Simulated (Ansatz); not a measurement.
# HF/3-21G run of SnHCl3O (SMILES [OH][Sn]([Cl])([Cl])[Cl])

Aim: the energy change on altering one bond length of SnHCl3O at HF/3-21G, from 2 runs. 

Program for the calculation: Ansatz 0.2.0.

80 further runs of the same task are left out: 6 that didn't finish, 74 set aside as unsound or not needed.

**1. The system as given**

SnHCl3O: 6 atoms, total charge 0, spin state singlet. SMILES: `[OH][Sn]([Cl])([Cl])[Cl]`. Geometry: relaxed at PBE0-D4/def2-TZVP.

Bond lengths: O1–Sn2 1.932 Å, Sn2–Cl3 2.281 Å, Sn2–Cl4 2.296 Å, Sn2–Cl5 2.296 Å, O1–H6 0.962 Å. Angles: O1–Sn2–Cl3 106.3°, O1–Sn2–Cl4 110.7°, O1–Sn2–Cl5 110.6°, Cl3–Sn2–Cl4 110.5°, Cl3–Sn2–Cl5 110.6°, Cl4–Sn2–Cl5 108.2°, Sn2–O1–H6 113.2°.

**2. A single-point energy at HF/3-21G**

molecule.yaml reads:

```yaml
crystal:
  periodic: [false, false, false]
  atoms:
    - {symbol: O, position_ang: [-0.674300, 0.477500, 1.363600]}
    - {symbol: Sn, position_ang: [0.251900, -0.201000, -0.189900]}
    - {symbol: Cl, position_ang: [1.931200, -1.529700, 0.595300]}
    - {symbol: Cl, position_ang: [-1.175400, -1.411300, -1.519500]}
    - {symbol: Cl, position_ang: [1.105000, 1.525900, -1.439200]}
    - {symbol: H, position_ang: [-1.396100, 1.074500, 1.143600]}
basis:
  gaussian:
    orbitals: 3-21G-spherical.json
hamiltonian:
  xc: hf
output: {orbitals: {seedname: orbitals}}
accuracy: high
```

The basis set 3-21G is read from a file made from the Basis Set Exchange's data (not shown).

On the command line:

```
$ ansatz run molecule.yaml --threads 1 --pin off --max-ram 3480MiB --events-out events.jsonl --progress --plain --runs-dir runs
```

Standard output:

```text
Warning: RAYON_NUM_THREADS=1 ignored (pool sized by the plan → 1); use --threads N
Functional definition: HF
  name "HF"
  exchange = exact_x
  correlation = 0
1744 factors; integrals over basis functions are off by at most 1.1e-8 eV
mean field evaluation 1: about -202541.4765 eV, gradient 3.5e1 eV
mean field evaluation 2: about -202541.6564 eV, gradient 3.5e1 eV
mean field evaluation 4: about -202544.5573 eV, gradient 2.2e0 eV
mean field evaluation 8: about -202544.5819 eV, gradient 1.6e-1 eV
mean field evaluation 16: about -202544.5821 eV, gradient 3.8e-8 eV
mean field -202544.58210179 eV, -7443.3761025920 hartree, gradient 3.8e-8 eV, S^2 0.000000; 0 other end points of the search recorded, 0 dependent functions left out
reference -202544.58210179 eV, -7443.3761025920 hartree; 55, 55 occupied and 26, 26 virtual orbitals, 1744 factors
Total energy: -202544.58210179 eV, -7443.3761025920 hartree
```

It took 3.6 s on 1 thread of Arm Neoverse V1, shared host; peak memory 0.3 GiB.

**3. The distorted shape, same level**

in.yaml reads:

```yaml
crystal:
  periodic: [false, false, false]
  atoms:
    - {symbol: O, position_ang: [-0.246110, 0.840590, 1.762480]}
    - {symbol: Sn, position_ang: [0.680090, 0.162090, 0.208980]}
    - {symbol: Cl, position_ang: [2.359390, -1.166610, 0.994180]}
    - {symbol: Cl, position_ang: [-1.175400, -1.411300, -1.519500]}
    - {symbol: Cl, position_ang: [1.533190, 1.888990, -1.040320]}
    - {symbol: H, position_ang: [-0.967910, 1.437590, 1.542480]}
basis:
  gaussian:
    orbitals: 3-21G-spherical.json
output:
  orbitals: {seedname: orbitals}
accuracy: high
hamiltonian:
  xc: hf
```

The basis set 3-21G is read from a file made from the Basis Set Exchange's data (not shown).

On the command line:

```
$ ansatz run in.yaml --threads 1 --pin off --max-ram 3480MiB --events-out events.jsonl --progress --plain --runs-dir runs
```

Standard output:

```text
Warning: RAYON_NUM_THREADS=1 ignored (pool sized by the plan → 1); use --threads N
Functional definition: HF
  name "HF"
  exchange = exact_x
  correlation = 0
1719 factors; integrals over basis functions are off by at most 7.4e-9 eV
mean field evaluation 1: about -202539.5106 eV, gradient 3.5e1 eV
mean field evaluation 2: about -202539.6675 eV, gradient 3.6e1 eV
mean field evaluation 4: about -202543.1965 eV, gradient 2.5e0 eV
mean field evaluation 8: about -202543.2315 eV, gradient 2.9e-1 eV
mean field evaluation 16: about -202543.2321 eV, gradient 3.9e-7 eV
mean field -202543.23213695 eV, -7443.3264922992 hartree, gradient 2.9e-8 eV, S^2 0.000000; 0 other end points of the search recorded, 0 dependent functions left out
reference -202543.23213695 eV, -7443.3264922992 hartree; 55, 55 occupied and 26, 26 virtual orbitals, 1719 factors
Total energy: -202543.23213695 eV, -7443.3264922992 hartree
```

Run time: 3.9 s. Hardware: 1 thread of Arm Neoverse V1, shared host; peak memory 0.29 GiB.

**4. Outcome**

Level: HF/3-21G.

```
                                                           quantity           value
                                          first shape: total energy  -7443.37610 Eh
                                           first shape: HOMO energy       -13.45 eV
                                           first shape: LUMO energy         0.49 eV
                                         first shape: HOMO–LUMO gap        13.94 eV
                                      distorted shape: total energy  -7443.32649 Eh
                                       distorted shape: HOMO energy       -12.00 eV
                                       distorted shape: LUMO energy        -1.83 eV
                                     distorted shape: HOMO–LUMO gap        10.17 eV
energy change with the Sn2–Cl4 bond stretched from 2.296 to 2.984 Å        1.350 eV
```

What this shows: With the Sn2–Cl4 bond stretched from 2.296 to 2.984 Å the energy rises by 1.35 eV (130 kJ/mol). The first shape isn't relaxed at this level, so the change isn't measured from a minimum. Relativity is left out (first shape) although the molecule holds a heavy atom. Relativity is left out (distorted shape) although the molecule holds a heavy atom.
